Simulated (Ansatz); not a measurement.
# WC (Qusongite): the cost of one run

Program: Ansatz 0.2.0. Level of theory: DFT PBE, scalar-relativistic, plane waves, PAW. These are calculated values, not measurements.

1 further run of the same task is left out (set aside as unsound or not needed).

**1. The structure to begin with**

It takes space group P-6m2 (No. 187, hexagonal). The conventional cell has a = 2.907 Å, b = 2.907 Å, c = 2.837 Å, α = 90.00°, β = 90.00°, γ = 120.00°. Around W (site symmetry -6m2) lie 6 C at 2.20 Å. Around C (site symmetry -6m2) lie 6 W at 2.20 Å.

Coordinates:

```
W C
1.0
     2.90650    0.00000    0.00000
    -1.45325    2.51710    0.00000
     0.00000    0.00000    2.83660
W C
1 1
Direct
  0.00000 0.00000 0.00000
  0.66667 0.33333 0.50000
```

Source of the structure: the Crystallography Open Database.

(A quick probe on a coarse mesh, which set the mesh and smearing, is not shown.)

**3. The relaxation**

File input.yaml:

```yaml
crystal:
  lattice:
    - [2.9065, 0.0, 0.0]
    - [-1.45325, 2.5171028361, 0.0]
    - [0.0, 0.0, 2.8366]
  atoms:
    - { symbol: W, position: [0.0, 0.0, 0.0] }
    - { symbol: C, position: [0.6666666667, 0.3333333333, 0.5] }
basis:
  ecutwfc: 240.0
kpoints:
  mp_grid: { grid: [18, 18, 14] }
hamiltonian:
  xc: pbe
scf:
  occupations: { method: gaussian, width: 0.1 }
output:
  forces: true
  stress: true
  eigenvalues: true
relax:
  adjacent_minimum: "off"
  f_tol: 0.005
  max_steps: 80
  cell: { stress_tol: 0.05 }
```

The run is started by

```
ansatz run input.yaml --threads 1 --pin off --max-ram 2560MiB --backend cpu --events-out ev --progress --plain --runs-dir out
```

What time and memory should one allow on 1 thread of Arm Neoverse V1, shared host?

About 73 s, with a peak of 0.34 GiB.
